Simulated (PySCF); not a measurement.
**Ways to converge the SCF of PbN**

Do solver options change the result for PbN, or only the number of cycles?

The runs use PySCF 2.14.0; each script names its method and basis.

6 further runs of the same task are left out: 1 for a known fault of the program, 5 that didn't finish.

## 1. The system as given

PbN: 2 atoms, charge 0, spin multiplicity 2.

Bond lengths: Pb1–N2 1.845 Å.

## 2. The base run

input.py

```python
from pyscf import gto, dft

mol = gto.M(
    atom='Pb 0 0 0; N 0 0 1.845',
    basis='def2-tzvp',
    ecp={'Pb': 'def2-tzvp'},
    charge=0,
    spin=1,
    verbose=4,
)
mf = dft.UKS(mol, xc='pbe')
mf.kernel()
mf.dip_moment()
print('orbital energies (hartree):', [e[max(0, n-3):n+3].round(4) for e, n in zip(mf.mo_energy, mol.nelec)])
```

Run with:

```
> OMP_NUM_THREADS=1 python input.py
```

The log of this run is left out.

It gives: E(SCF) = -247.496719 Eh, 14 cycles, ⟨S²⟩ = 0.767, μ = 3.59 D.

The bond length is a typed value, not an optimised one.

## 3. Point-group symmetry on

Variant 1 changes point-group symmetry: off → on.

input.py

```python
from pyscf import gto, dft

mol = gto.M(
    atom='Pb 0 0 0; N 0 0 1.845',
    basis='def2-tzvp',
    ecp={'Pb': 'def2-tzvp'},
    charge=0,
    spin=1,
    symmetry=True,
    verbose=4,
)
mf = dft.UKS(mol, xc='pbe')
mf.kernel()
mf.dip_moment()
print('orbital energies (hartree):', [e[max(0, n-3):n+3].round(4) for e, n in zip(mf.mo_energy, mol.nelec)])
```

Run with:

```
> OMP_NUM_THREADS=1 python input.py
```

## 4. DIIS space 20

Variant 2 changes DIIS space: default → 20.

input.py, as its differences from that of step 2:

```diff
@@ -11,2 +11,3 @@
 mf = dft.UKS(mol, xc='pbe')
+mf.diis_space = 20
 mf.kernel()
```

## 5. Second-order solver on

Variant 3 changes second-order solver: off → on.

input.py, as its differences from that of step 2:

```diff
@@ -11,2 +11,3 @@
 mf = dft.UKS(mol, xc='pbe')
+mf = mf.newton()
 mf.kernel()
```

## 6. Initial guess 1e

Variant 4 changes initial guess: minao → 1e.

input.py, as its differences from that of step 2:

```diff
@@ -11,2 +11,3 @@
 mf = dft.UKS(mol, xc='pbe')
+mf.init_guess = '1e'
 mf.kernel()
```

## 7. Convergence threshold 0.001 hartree

Variant 5 changes convergence threshold: default → 0.001 hartree.

input.py, as its differences from that of step 2:

```diff
@@ -11,2 +11,3 @@
 mf = dft.UKS(mol, xc='pbe')
+mf.conv_tol = 0.001
 mf.kernel()
```

Q: Predict the outcome of this session. Wanted: for each run, E(SCF); from base; gap, α spin; SCF dipole.

The runs gave:

```
                                run  E(SCF) (hartree)  from base (eV)   cycles  gap, α spin (eV)  SCF dipole (D)
                               base       -247.496719               0       14              3.60            3.59
            point-group symmetry on       -247.496719          0.0000       14              3.60            3.59
                      DIIS space 20       -247.496719          0.0000       13              3.60            3.59
             second-order solver on       -247.496719          0.0000  3 macro              3.60            3.59
                   initial guess 1e       -247.496719          0.0000       17              3.60            3.59
convergence threshold 0.001 hartree       -247.496704  not comparable        8              3.58            3.55
```

Distance from each run's final energy (log10 hartree) by cycle:

```
                                run  cycle 1  cycle 2  cycle 3  cycle 5  cycle 8  cycle 12
                               base      0.1      0.7     -0.8     -2.2     -5.0      -8.8
            point-group symmetry on      0.1      0.7     -0.8     -2.2     -5.0      -8.8
                      DIIS space 20      0.1      0.7     -0.8     -2.2     -5.0      -8.5
             second-order solver on     -1.4     -9.1    < -11     done     done      done
                   initial guess 1e      2.1      1.6      0.8      0.6     -1.8      -5.2
convergence threshold 0.001 hartree      0.1      0.7     -0.8     -2.2     -5.4      done
```

The SCF energy stays the same, to the digits that matter, with point-group symmetry on or DIIS space 20 or second-order solver on or initial guess 1e. The base needs 14 cycles and the run with initial guess 1e needs 17. Rows marked «poor choice» come from settings spoiled on purpose.
